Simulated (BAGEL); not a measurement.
# RI-MP2/cc-pVDZ (density fitting with qzvpp-jkfit) run of CH3F3Si (SMILES F[SiH2]C(F)F)

Aim: the energy change on altering one bond length of CH3F3Si at RI-MP2/cc-pVDZ (density fitting with qzvpp-jkfit), from 2 runs. 

The calculation is run with BAGEL 1.2.2.

1 further run of the same task is left out (set aside as unsound or not needed).

### Step 1. The structure to begin with

The species is CH3F3Si (8 atoms), meant as a singlet with charge 0. SMILES: `F[SiH2]C(F)F`. Geometry: relaxed at GFN2-xTB. This is one conformer, not always the lowest.

Bond lengths: F1–Si2 1.607 Å, Si2–C3 1.937 Å, C3–F4 1.363 Å, C3–F5 1.363 Å, Si2–H6 1.450 Å, Si2–H7 1.449 Å, C3–H8 1.101 Å. Some angles: F1–Si2–C3 103.5°, Si2–C3–F4 111.3°, Si2–C3–F5 111.0°, F4–C3–F5 105.8°, F1–Si2–H6 106.7°, F1–Si2–H7 107.2°, C3–Si2–H6 108.9°, C3–Si2–H7 109.8°, Si2–C3–H8 114.8°, F4–C3–H8 106.7°.

### Step 2. A single-point energy at RI-MP2/cc-pVDZ (density fitting with qzvpp-jkfit)

input.json

```json
{ "bagel": [

{
  "title": "molecule",
  "basis": "cc-pvdz.json",
  "df_basis": "qzvpp-jkfit",
  "angstrom": true,
  "geometry": [
    { "atom": "F", "xyz": [   -1.462770,    0.847720,    1.164450 ] },
    { "atom": "Si", "xyz": [   -0.037300,    0.131090,    0.973010 ] },
    { "atom": "C", "xyz": [    0.062000,   -0.173540,   -0.937110 ] },
    { "atom": "F", "xyz": [    0.745100,   -1.318570,   -1.219960 ] },
    { "atom": "F", "xyz": [    0.745820,    0.829330,   -1.556980 ] },
    { "atom": "H", "xyz": [   -0.119250,   -1.148950,    1.648850 ] },
    { "atom": "H", "xyz": [    0.978190,    1.084710,    1.371880 ] },
    { "atom": "H", "xyz": [   -0.911790,   -0.251790,   -1.444130 ] }
  ]
},
{ "title": "hf" },
{ "title": "mp2", "ncore": 9 }

]}
```

The basis set cc-pVDZ is read from a file made from the Basis Set Exchange's data (not shown).

Started as:

```bash
$ BAGEL_NUM_THREADS=1 BAGEL input.json > input.out
```

Standard output:

```text
* using 1 threads per process

  ===============================================================
  ===============================================================

  *** Geometry ***

  { "atom" : "F", "xyz" : [     -2.764235,      1.601959,      2.200492 ] },
  { "atom" : "Si", "xyz" : [     -0.070487,      0.247724,      1.838722 ] },
  { "atom" : "C", "xyz" : [      0.117163,     -0.327943,     -1.770881 ] },
  { "atom" : "F", "xyz" : [      1.408035,     -2.491736,     -2.305390 ] },
  { "atom" : "F", "xyz" : [      1.409396,      1.567207,     -2.942266 ] },
  { "atom" : "H", "xyz" : [     -0.225350,     -2.171201,      3.115875 ] },
  { "atom" : "H", "xyz" : [      1.848511,      2.049805,      2.592477 ] },
  { "atom" : "H", "xyz" : [     -1.723033,     -0.475814,     -2.729010 ] },

  Number of auxiliary basis functions:      488

  Since a DF basis is specified, we compute 2- and 3-index integrals:
    o Being stored without compression. Storage requirement is 0.031 GB

  Number of basis functions:       89
  Number of electrons      :       50

    * METHOD: MOLECULE                             0.25

  *** RHF ***

  === Nuclear Repulsion ===
   243.0605900781

      * DIIS with orbital gradients will be used.

  === RHF iteration (cc-pvdz.json) ===
      0       -626.66706729          0.01470065           0.08
      1       -626.82298430          0.01026345           0.07
      2       -626.90776337          0.00108699           0.07
      3       -626.90921362          0.00019672           0.07
      4       -626.90925717          0.00007065           0.07
      5       -626.90926392          0.00002521           0.07
      6       -626.90926478          0.00001000           0.07
      7       -626.90926490          0.00000235           0.07
      8       -626.90926491          0.00000094           0.07
      9       -626.90926491          0.00000033           0.07
     10       -626.90926491          0.00000009           0.07
     11       -626.90926491          0.00000004           0.07
     12       -626.90926491          0.00000002           0.07
     13       -626.90926491          0.00000001           0.07
    * SCF iteration converged.

    * Permanent dipole moment:
           (    0.050359,     0.215944,    -0.567548) a.u.

    * METHOD: HF                                   1.19

  *** RHF ***

  === Nuclear Repulsion ===
   243.0605900781

      * DIIS with orbital gradients will be used.

  === RHF iteration (cc-pvdz.json) ===
      0       -626.90926491          0.00000000           0.07
    * SCF iteration converged.

    * Permanent dipole moment:
           (    0.050359,     0.215944,    -0.567548) a.u.

  === DF-MP2 calculation ===

    * freezing 9 orbitals
    * 3-index integral transformation done
    * assembly done

      MP2 correlation energy:   -0.7852706580      0.05

      MP2 total energy:       -627.6945355694

    * METHOD: MP2                                  0.22

  ===============================================================
```

It took 1.8 s on 1 thread of Arm Neoverse V1, shared host; peak memory 0.13 GiB.

### Step 3. The distorted shape at the same level

input.json

```json
{ "bagel": [

{
  "title": "molecule",
  "basis": "cc-pvdz.json",
  "df_basis": "qzvpp-jkfit",
  "angstrom": true,
  "geometry": [
    { "atom": "F", "xyz": [   -1.421797,    1.487714,    0.826544 ] },
    { "atom": "Si", "xyz": [    0.003673,    0.771084,    0.635104 ] },
    { "atom": "C", "xyz": [    0.102973,    0.466454,   -1.275016 ] },
    { "atom": "F", "xyz": [    0.786073,   -0.678576,   -1.557866 ] },
    { "atom": "F", "xyz": [    0.786793,    1.469324,   -1.894886 ] },
    { "atom": "H", "xyz": [   -0.119250,   -1.148950,    1.648850 ] },
    { "atom": "H", "xyz": [    1.019163,    1.724704,    1.033974 ] },
    { "atom": "H", "xyz": [   -0.870817,    0.388204,   -1.782036 ] }
  ]
},
{
  "title": "hf"
},
{
  "title": "mp2",
  "ncore": 9
}

]}
```

The basis set cc-pVDZ is read from a file made from the Basis Set Exchange's data (not shown).

Started as:

```bash
$ BAGEL_NUM_THREADS=1 BAGEL input.json > input.out
```

Standard output:

```text
* using 1 threads per process

  ===============================================================
  ===============================================================

  *** Geometry ***

  { "atom" : "F", "xyz" : [     -2.686807,      2.811372,      1.561942 ] },
  { "atom" : "Si", "xyz" : [      0.006941,      1.457138,      1.200173 ] },
  { "atom" : "C", "xyz" : [      0.194591,      0.881470,     -2.409431 ] },
  { "atom" : "F", "xyz" : [      1.485463,     -1.282323,     -2.943940 ] },
  { "atom" : "F", "xyz" : [      1.486823,      2.776620,     -3.580816 ] },
  { "atom" : "H", "xyz" : [     -0.225350,     -2.171201,      3.115875 ] },
  { "atom" : "H", "xyz" : [      1.925939,      3.259218,      1.953928 ] },
  { "atom" : "H", "xyz" : [     -1.645606,      0.733599,     -3.367560 ] },

  Number of auxiliary basis functions:      488

  Since a DF basis is specified, we compute 2- and 3-index integrals:
    o Being stored without compression. Storage requirement is 0.031 GB

  Number of basis functions:       89
  Number of electrons      :       50

    * METHOD: MOLECULE                             0.25

  *** RHF ***

  === Nuclear Repulsion ===
   240.3688695540

      * DIIS with orbital gradients will be used.

  === RHF iteration (cc-pvdz.json) ===
      0       -626.58189990          0.01478134           0.08
      1       -626.73856550          0.01042248           0.08
      2       -626.82719611          0.00109728           0.07
      3       -626.82885557          0.00023126           0.08
      4       -626.82892172          0.00008205           0.07
      5       -626.82893181          0.00003012           0.07
      6       -626.82893306          0.00001203           0.07
      7       -626.82893327          0.00000284           0.07
      8       -626.82893328          0.00000119           0.07
      9       -626.82893328          0.00000035           0.07
     10       -626.82893328          0.00000011           0.07
     11       -626.82893328          0.00000005           0.07
     12       -626.82893328          0.00000002           0.07
     13       -626.82893328          0.00000001           0.08
    * SCF iteration converged.

    * Permanent dipole moment:
           (    0.031366,    -0.162304,    -0.292617) a.u.

    * METHOD: HF                                   1.21

  *** RHF ***

  === Nuclear Repulsion ===
   240.3688695540

      * DIIS with orbital gradients will be used.

  === RHF iteration (cc-pvdz.json) ===
      0       -626.82893328          0.00000000           0.07
    * SCF iteration converged.

    * Permanent dipole moment:
           (    0.031366,    -0.162304,    -0.292617) a.u.

  === DF-MP2 calculation ===

    * freezing 9 orbitals
    * 3-index integral transformation done
    * assembly done

      MP2 correlation energy:   -0.7919052278      0.06

      MP2 total energy:       -627.6208385079

    * METHOD: MP2                                  0.22

  ===============================================================
```

Wall time 1.8 s (1 thread of Arm Neoverse V1, shared host); peak memory 0.12 GiB.

### Step 4. Outcome

Level: RI-MP2/cc-pVDZ (density fitting with qzvpp-jkfit), 9 core orbitals frozen.

| quantity | value |
| --- | --- |
| first shape: total energy | -627.69454 Eh |
| first shape: correlation energy (9 core orbitals frozen) | -785.3 mEh |
| distorted shape: total energy | -627.62084 Eh |
| distorted shape: correlation energy (9 core orbitals frozen) | -791.9 mEh |
| energy change with the Si2–H6 bond stretched from 1.450 to 2.175 Å | 2.005 eV |

What this shows: One bond (distorted shape) is far stretched, which a spin-restricted single reference describes badly; perturbation theory on it can break down and give far too much correlation. With the Si2–H6 bond stretched from 1.450 to 2.175 Å the energy rises by 2.01 eV (193 kJ/mol). The first shape isn't relaxed at this level, so the change isn't measured from a minimum. A restricted reference can't describe the breaking bond well at this length.
